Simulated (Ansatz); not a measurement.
# CHGaO (singlet): from Hartree-Fock to the top rungs at a displaced geometry (v1), cc-pVDZ

An exercise on one series of results from a longer session: the logs are not shown, and one member is left open.

Program: Ansatz 0.2.0, Gaussian basis. Level of theory: cc-pVDZ, core rule «outside noble gas», up to 16 orbitals frozen. These are calculated values, not measurements.

To be run: UHF; CCSD(T) on RHF; CCSD(T) on UHF; BCCD(T) on RHF; CISD; CCSDT(Q) on RHF; CCSDT(Q) on UHF; CASSCF and MRCISD+Q, 8 electrons in 8 orbitals; CASSCF and NEVPT2, 8 electrons in 8 orbitals.

21 further runs of the same task are left out: 1 for a known fault of the program, 10 that didn't finish, 10 set aside as unsound or not needed.

## The system

The geometry is a PBE0/def2-TZVP stationary point (not a proven minimum) with its atoms shifted at random (size 0.040 Å). No spin-orbit coupling is included. The filled d shell of Ga may be among the frozen orbitals whatever the setting's name suggests; the logs give the count.

4 atoms, charge 0, spin multiplicity 1.

Atoms are counted from 1 here; the program's logs count them from 0.

Bond lengths: C1–Ga2 1.945 Å, C1–H4 1.083 Å, Ga2–O3 1.692 Å. Angles: Ga2–C1–H4 107.4°, C1–Ga2–O3 174.1°.

The first run:

Input file in.yaml:

```yaml
crystal:
  periodic: [false, false, false]
  atoms:
    - {symbol: C, position_ang: [-0.006480, -0.188745, 1.949253]}
    - {symbol: Ga, position_ang: [-0.007314, 0.014992, 0.014586]}
    - {symbol: O, position_ang: [0.040650, 0.025756, -1.676793]}
    - {symbol: H, position_ang: [-0.062126, 0.803196, 2.379937]}
basis:
  gaussian: {orbitals: cc-pVDZ}
magnetization: {spin_polarized: true, initial_magnetization: 0}
hamiltonian: {xc: hf}
output: {orbitals: {seedname: orbitals}}
```

On the command line:

```
> ansatz run in.yaml --threads 1 --pin off --events-out ev --progress --plain --max-ram 2393MiB
```

Steps of the session up to this table: UHF; CCSD(T) on RHF; CCSD(T) on UHF; BCCD(T) on RHF; CISD; CCSDT(Q) on RHF; CCSDT(Q) on UHF; CASSCF and MRCISD+Q, 8 electrons in 8 orbitals; CASSCF and NEVPT2, 8 electrons in 8 orbitals.

One table of the session follows, with a row left open; its other results are not shown here.

It belongs to the step «Misses and costs». 

| method | from RCCSDT(Q) (kcal/mol) |
| --- | --- |
| RHF | +261.56 |
| UHF | ? |
| RMP2 | +29.27 |
| UMP2 | +22.48 |
| RCCSD | +18.91 |
| UCCSD | +12.76 |
| RCCSD(T) | +5.90 |
| UCCSD(T) | +0.64 |
| BCCD(T) | +5.81 |
| RCCSDT | +4.21 |
| UCCSDT | -4.10 |
| RCCSDT(Q) | 0 |
| UCCSDT(Q) | -8.62 |

Estimate the missing values for UHF.

**Answer.** from RCCSDT(Q) (kcal/mol): +242.08. In the column «from RCCSDT(Q) (kcal/mol)» it lies between RMP2 (+29.27) and RHF (+261.56).

Not comparable, so not listed: CISD; CASSCF and MRCISD+Q, 8 electrons in 8 orbitals (they don't share determinant, frozen orbitals or solution with the rows shown, or repeat one).

To keep in mind: The determinant is far from a pure spin state, so its energy mixes those of several spin states (harmless only where they are near-degenerate, as at dissociation). Left out of the table: CASSCF frontier, NEVPT2 frontier (the active space lost an orbital or holds another state than full CI finds). The program flags UCCSD(T), UCCSDT(Q) as in doubt, so those rows may rest on another solution; read them beside their warnings. Warnings: restricted reference is unstable; spin contamination; coupled cluster took another determinant than the lowest; large T1 diagnostic. Restricted and unrestricted rows rest on different reference determinants; where their highest levels disagree by more than a few hundredths of an eV, they describe different states and don't form one ladder. Warnings in the runs' records: passed over end.
